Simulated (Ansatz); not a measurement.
Turn this script for the Python package of Ansatz (0.2.0) into the input file that the command-line program reads.

`deck_sr3cdo4.py`
```python
"""Single point of Sr3CdO4 through the engine session."""

import json

import ansatz as az


def main() -> None:
    inputs = {
        "crystal": {
            "lattice": [[5.062379, 0.0, 0.0], [0.0, 5.062379, 0.0], [0.0, 0.0, 5.062379]],
            "atoms": [
                {"symbol": "Sr", "position": [0.5, 0.0, 0.5]},
                {"symbol": "Sr", "position": [0.5, 0.5, 0.0]},
                {"symbol": "Sr", "position": [0.0, 0.5, 0.5]},
                {"symbol": "Cd", "position": [0.0, 0.0, 0.0]},
                {"symbol": "O", "position": [0.5, 0.5, 0.5]},
                {"symbol": "O", "position": [0.5, 0.0, 0.0]},
                {"symbol": "O", "position": [0.0, 0.5, 0.0]},
                {"symbol": "O", "position": [0.0, 0.0, 0.5]},
            ],
        },
        "kpoints": {"mp_grid": {"grid": [4, 4, 4]}},
        "hamiltonian": {"xc": "lda"},
        "scf": {"occupations": {"method": "fixed"}},
        "basis": {"ecutwfc": 510},
        "output": {"forces": True},
    }

    result = az.Session.from_dict(inputs).plan(threads=1).execute()
    data = result.report

    energy = data["free_energy_ev"]
    print("Sr3CdO4: {:.6f} eV = {:.6f} Ry = {:.6f} Ha".format(energy, energy / 13.605693, energy / 27.211386))
    print("Fermi level {:.4f} eV, {} k-points, {} symmetry operations".format(data["fermi_energy_ev"], data["n_kpoints"], data["n_symmetry_ops"]))

    # forces, one row an atom
    print("forces (eV/A)")
    for site, force in zip(result.lattice.sites, data["forces_ev_ang"]):
        print(f"  {site.symbol:2s} {force[0]:9.4f} {force[1]:9.4f} {force[2]:9.4f}")

    keep = ["free_energy_ev", "energy_sigma0_ev", "fermi_energy_ev", "n_iterations", "converged", "magnetization_mub", "n_kpoints"]
    with open("sr3cdo4.json", "w") as handle:
        json.dump({key: data[key] for key in keep}, handle, indent=1)


if __name__ == "__main__":
    main()
```

```console
$ python deck_sr3cdo4.py
Sr3CdO4: -20680.876648 eV = -1520.016411 Ry = -760.008206 Ha
Fermi level 8.1907 eV, 10 k-points, 48 symmetry operations
forces (eV/A)
  Sr    0.0000   -0.0000    0.0000
  Sr    0.0000    0.0000   -0.0000
  Sr    0.0000    0.0000    0.0000
  Cd   -0.0000   -0.0000   -0.0000
  O     0.0000   -0.0000    0.0000
  O     0.0000   -0.0000    0.0000
  O     0.0000   -0.0000   -0.0000
  O     0.0000    0.0000   -0.0000
```

`input.yaml`:
```yaml
crystal:
  lattice:
    - [5.062379, 0.0, 0.0]
    - [0.0, 5.062379, 0.0]
    - [0.0, 0.0, 5.062379]
  atoms:
    - { symbol: Sr, position: [0.5, 0.0, 0.5] }
    - { symbol: Sr, position: [0.5, 0.5, 0.0] }
    - { symbol: Sr, position: [0.0, 0.5, 0.5] }
    - { symbol: Cd, position: [0.0, 0.0, 0.0] }
    - { symbol: O, position: [0.5, 0.5, 0.5] }
    - { symbol: O, position: [0.5, 0.0, 0.0] }
    - { symbol: O, position: [0.0, 0.5, 0.0] }
    - { symbol: O, position: [0.0, 0.0, 0.5] }
kpoints:
  mp_grid: { grid: [4, 4, 4] }
hamiltonian:
  xc: lda
scf:
  occupations: { method: fixed }
basis:
  ecutwfc: 510
output:
  forces: true
```

On the command line:
```console
$ ansatz run input.yaml --threads 1 --pin off --max-ram 3072MiB --backend cpu --events-out ev --progress --plain --runs-dir out
Engine: ansatz 0.2.0, aarch64-unknown-linux-gnu
Pseudopotentials: kind: paw
Pseudopotential: Sr, paw, valence charge 10, recommended cutoff 420 eV (normal), Sr.paw.azcp
Pseudopotential: Cd, paw, valence charge 20, recommended cutoff 420 eV (normal), Cd.paw.azcp
Pseudopotential: O, paw, valence charge 6, recommended cutoff 420 eV (normal), O.paw.azcp
Functional definition: SPW92
  exchange = slater_x
  correlation = pw_c
Crystal: 8 atoms, lattice volume = 129.737 Å³
Basis set: ecut = 510 eV, 3407 PW (Γ)
Bands: 45, of which v1, the nominal top of the filled ones, is band 37 counted from 1 (36 counted from 0)
Symmetry: 48 space group operations
Space group: Pm-3m (ITA 221), of the structure as read, at distance tolerance 5.1e-5 Å
k-points: 10 of 64
Non-local potential: Sr, projectors of the file, l = 0: 3, l = 1: 2, l = 2: 2
Non-local potential: Cd, projectors of the file, l = 0: 3, l = 1: 2, l = 2: 2, l = 3: 1
Non-local potential: O, projectors of the file, l = 0: 2, l = 1: 2, l = 2: 1
PAW form: soft (Blöchl's): semilocal exchange-correlation on the pseudo side does not see the compensation charge
PAW frozen core: Sr, regenerated for the run's functional, and the local potential with it (the file was generated under x = pbe(κ = 0.804, μ = 0.2195149727645171), c = pbe(β = 0.06672455060314922))
PAW frozen core: Cd, regenerated for the run's functional, and the local potential with it (the file was generated under x = pbe(κ = 0.804, μ = 0.2195149727645171), c = pbe(β = 0.06672455060314922))
PAW frozen core: O, regenerated for the run's functional, and the local potential with it (the file was generated under x = pbe(κ = 0.804, μ = 0.2195149727645171), c = pbe(β = 0.06672455060314922))
PAW one-centre angular grid: Sr, 110 points (default); XC on 64 Gauss nodes
PAW one-centre angular grid: Cd, 590 points (default); XC on 64 Gauss nodes
PAW one-centre angular grid: O, 110 points (default); XC on 64 Gauss nodes
Initial density: superposition of atomic densities (neutral atoms: chi_scale 0, normalization atom), corrected by the library's trained network
Initial wavefunctions: pseudopotential atomic-orbital guess
Functional: x = slater, c = lda
SCF iter   1: F=—  HF=-20680.953811 eV  |F-HF|=—  |Δ(HF+E_count)|=         —  Δρ=1.64e-2  dr2=3.46e-1  ethr=1.77e-3  ⟨swp⟩=5.5  Hψ=1626  notcnv=0  defer=43
preconditioner: auto → Resta (q_TF=auto, 2.485 Å⁻¹)  ε∞=4.4  [insulator: Δε(μ)=0.269 eV  Ē_g=13.599 eV  n_scr=32 (ndim 8)  ℏωp=25.3 eV  f_vac=0.000  ε∞_Penn≈4.4]
SCF iter   2: F=—  HF=-20680.884294 eV  |F-HF|=—  |Δ(HF+E_count)|=   6.95e-2  Δρ=6.50e-3  dr2=2.72e-2  ethr=4.67e-4  ⟨swp⟩=2.3  Hψ=728  notcnv=0  defer=56
SCF iter   3: F=—  HF=-20680.878234 eV  |F-HF|=—  |Δ(HF+E_count)|=   6.06e-3  Δρ=2.19e-3  dr2=4.57e-3  ethr=3.67e-5  ⟨swp⟩=2.3  Hψ=681  notcnv=0  defer=45
automatic band count: iteration 3 solves 44 bands in place of 45: the levels show a gap, and the empty bands left out lie too high to hold charge; the band table lists the bands solved (type scf.n_extra_bands for more)
SCF iter   4: F=—  HF=-20680.876825 eV  |F-HF|=—  |Δ(HF+E_count)|=   1.41e-3  Δρ=6.22e-4  dr2=5.37e-4  ethr=6.18e-6  ⟨swp⟩=2.3  Hψ=562  notcnv=0  defer=46
SCF iter   5: F=—  HF=-20680.876649 eV  |F-HF|=—  |Δ(HF+E_count)|=   1.76e-4  Δρ=1.63e-4  dr2=6.47e-5  ethr=7.26e-7  ⟨swp⟩=2.0  Hψ=601  notcnv=0  defer=45
SCF iter   6: F=—  HF=-20680.876656 eV  |F-HF|=—  |Δ(HF+E_count)|=   6.82e-6  Δρ=1.84e-4  dr2=3.49e-5  ethr=8.74e-8  ⟨swp⟩=2.1  Hψ=731  notcnv=0  defer=34
SCF iter   7: F=—  HF=-20680.876648 eV  |F-HF|=—  |Δ(HF+E_count)|=   8.31e-6  Δρ=2.36e-5  dr2=6.96e-7  ethr=4.72e-8  ⟨swp⟩=2.0  Hψ=702  notcnv=0  defer=34
SCF iter   8: F=-20680.876648 eV  HF=-20680.876648 eV  |F-HF|=2.76e-8  |Δ(HF+E_count)|=   9.80e-8  Δρ=6.28e-6  dr2=4.32e-8  ethr=1.75e-10  ⟨swp⟩=5.0  Hψ=1753  notcnv=0
SCF 1 converged in 8 iterations: F = -20680.876648 eV  dr2 = 4.32e-8
  greatest PAW one-centre occupation: 1.000 electrons in one spin orbital (limit 2), on the Cd atom at site 3 (counted from 0), in its partial waves of l = 0
SCF converged after 8 iterations
Free energy (F): -20680.876648 eV
Harris-Foulkes:  -20680.876648 eV  (|F-HF|=2.76e-8)
Internal energy: -20680.876648 eV  (E = F + TS)
E sigma→0 (E₀):  -20680.876648 eV
Fermi energy:    8.190739 eV
--- Per-component energies (eV) ---
  E_band       = -620.611892
  E_kinetic    = 1939.487893
  E_local      = -6459.121604  (includes V_loc(G=0)·N_el)
  E_nonlocal   = 862.006128
  E_hartree    = 2470.266081
  E_xc         = -983.756511
  E_vxc        = -1084.249036  (∫ρ·V_xc dr)
  E_paw        = -12326.975478  (= ΣΔE_a)
  E_vpaw       = -819.262211  (= ΣTr[D̂ρ^β])
  E_aug_tail   = 0.003277  (compensation charges beyond the density's cutoff)
  E_ewald      = -6184.823094
  E_core_change = 2.036661  (= ΣΔE_core)
  E_smearing   = -0.000000  (= −TS)
  E_closure    = -0.000000  (closes the sum)
  Σ components = -20680.876648   (vs F -20680.876648, Δ=0.00e0)
--- Forces (eV/Å), atoms counted from 1 ---
  atom   1  Sr     0.00000000    -0.00000000     0.00000000
  atom   2  Sr     0.00000000    -0.00000000     0.00000000
  atom   3  Sr     0.00000000     0.00000000     0.00000000
  atom   4  Cd    -0.00000000     0.00000000    -0.00000000
  atom   5  O      0.00000000     0.00000000     0.00000000
  atom   6  O      0.00000000    -0.00000000     0.00000000
  atom   7  O      0.00000000     0.00000000     0.00000000
  atom   8  O      0.00000000     0.00000000    -0.00000000
  max |Σ_I F_I| component: 6.23e-29 eV/Å
```

Notes:
- Total energies depend on the potentials; only differences at equal settings carry meaning. A total without «per atom» is that of the cell as typed.
- Under fixed occupations the level called the Fermi level is the highest filled one on the SCF mesh; off the mesh a filled band can lie a little above it.
- The zero of the levels is a convention of the potentials, so an absolute Fermi energy is no work function.
- This cell is a computed structure, which may not be the phase found in nature.
- Finished in 4.6 s on 1 thread of Arm Neoverse V2 (shared host), peak memory 0.43 GiB.

(Lines on the test bed's own set-up are left out of the output.)
